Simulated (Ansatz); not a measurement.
# C3H7NSi: up Jacob's ladder to CCSD(T)

One table from this session's results is given with a row withheld; the runs are named, their logs left out.

The runs use Ansatz 0.2.0, Gaussian basis; functionals in def2-TZVPP, the program's frozen cores in correlated methods.

The runs, in order: LDA (SPW92), PBE-D4, revPBE-D4, BLYP-D4, r2SCAN-D4, B97M-V, PBE0-D4, B3LYP-D4, r2SCANh-D4, r2SCAN0-D4, HSE06-D4, BHLYP-D4, CAM-B3LYP-D4, LC-ωPBE, ωB97X-V, ωB97M-V, B2PLYP, PBE-QIDH; CCSD(T)/def2-SVP; CCSD(T)/def2-TZVPP; MP2/def2-QZVPP; extrapolation to the limit; RPA on PBE.

**The geometry**

The geometry comes from an earlier relaxation with PBE0-D4 in a triple-zeta def2 set; it is a stationary point, not always the lowest conformer.

SMILES `NC1=C[SiH2]C1`, 12 atoms, charge 0, spin multiplicity 1.

Atoms are counted from 1 here; the program's logs count them from 0.

Bond lengths: N1–C2 1.363 Å, N1–H6 1.004 Å, N1–H7 1.006 Å, C2–C3 1.360 Å, C2–C5 1.514 Å, C3–Si4 1.828 Å, C3–H8 1.082 Å, Si4–C5 1.901 Å, Si4–H9 1.492 Å, Si4–H10 1.492 Å, C5–H11 1.093 Å, C5–H12 1.094 Å. Angles: C2–N1–H6 117.9°, C2–N1–H7 118.4°, H6–N1–H7 115.6°, N1–C2–C3 130.2°, N1–C2–C5 121.3°, C3–C2–C5 108.4°, C2–C3–Si4 90.7°, C2–C3–H8 126.9°, Si4–C3–H8 142.4°, C3–Si4–C5 77.4°, C3–Si4–H9 119.3°, C3–Si4–H10 119.3°, C5–Si4–H9 116.3°, C5–Si4–H10 115.9°, H9–Si4–H10 106.7°, C2–C5–Si4 83.5°, C2–C5–H11 113.6°, C2–C5–H12 113.6° and more.

The first run:

in.yaml

```yaml
crystal:
  periodic: [false, false, false]
  atoms:
    - {symbol: N, position_ang: [-1.746808, -0.715785, -0.542661]}
    - {symbol: C, position_ang: [-0.575367, -0.243866, -0.029856]}
    - {symbol: C, position_ang: [-0.157818, -0.145507, 1.260505]}
    - {symbol: Si, position_ang: [1.470844, 0.476339, 0.709752]}
    - {symbol: C, position_ang: [0.548828, 0.218115, -0.932159]}
    - {symbol: H, position_ang: [-1.981636, -0.463416, -1.486145]}
    - {symbol: H, position_ang: [-2.526488, -0.839948, 0.080458]}
    - {symbol: H, position_ang: [-0.723241, -0.400026, 2.147311]}
    - {symbol: H, position_ang: [1.864425, 1.878861, 1.033315]}
    - {symbol: H, position_ang: [2.683591, -0.367836, 0.916097]}
    - {symbol: H, position_ang: [0.917473, -0.560515, -1.604764]}
    - {symbol: H, position_ang: [0.303198, 1.108384, -1.517755]}
basis:
  gaussian: {orbitals: def2-TZVPP}
hamiltonian: {xc: lda}
output: {orbitals: {seedname: orbitals}}
```

Steps of the session up to this table: LDA; PBE-D4 (GGA); revPBE-D4 (GGA); BLYP-D4 (GGA); r2SCAN-D4 (meta-GGA); B97M-V (meta-GGA); PBE0-D4 (hybrid); B3LYP-D4 (hybrid); r2SCANh-D4 (hybrid); r2SCAN0-D4 (hybrid); HSE06-D4 (hybrid); BHLYP-D4 (hybrid); CAM-B3LYP-D4 (range-separated); LC-ωPBE (range-separated); ωB97X-V (range-separated); ωB97M-V (range-separated); B2PLYP (double hybrid); PBE-QIDH (double hybrid).

One table of the session follows, with a row left open; its other results are not shown here.

It belongs to the step «Frontier levels by functional». 

| functional | HOMO (eV) | LUMO (eV) | gap (eV) |
| --- | --- | --- | --- |
| LDA (SPW92) | -5.24 | -0.44 | 4.81 |
| PBE-D4 | -5.09 | -0.25 | 4.84 |
| revPBE-D4 | -5.04 | -0.18 | 4.86 |
| BLYP-D4 | -4.93 | -0.16 | 4.77 |
| r2SCAN-D4 | -5.28 | 0.05 | 5.33 |
| B97M-V | -5.36 | 0.00 | 5.36 |
| PBE0-D4 | -6.18 | 0.68 | 6.86 |
| B3LYP-D4 | -5.96 | 0.40 | 6.36 |
| r2SCANh-D4 | -5.69 | 0.40 | 6.10 |
| r2SCAN0-D4 | -6.32 | 0.93 | 7.24 |
| HSE06-D4 | -5.79 | 0.31 | 6.09 |
| BHLYP-D4 | -7.13 | 1.38 | 8.51 |
| CAM-B3LYP-D4 | -7.44 | 1.53 | 8.97 |
| LC-ωPBE | ? | ? | ? |
| ωB97X-V | -8.41 | 2.57 | 10.99 |
| ωB97M-V | -8.33 | 2.16 | 10.48 |

Estimate the missing values for LC-ωPBE.

The run gave: HOMO (eV): -8.76; LUMO (eV): 2.74; gap (eV): 11.51. In the column «HOMO (eV)» it is the lowest.
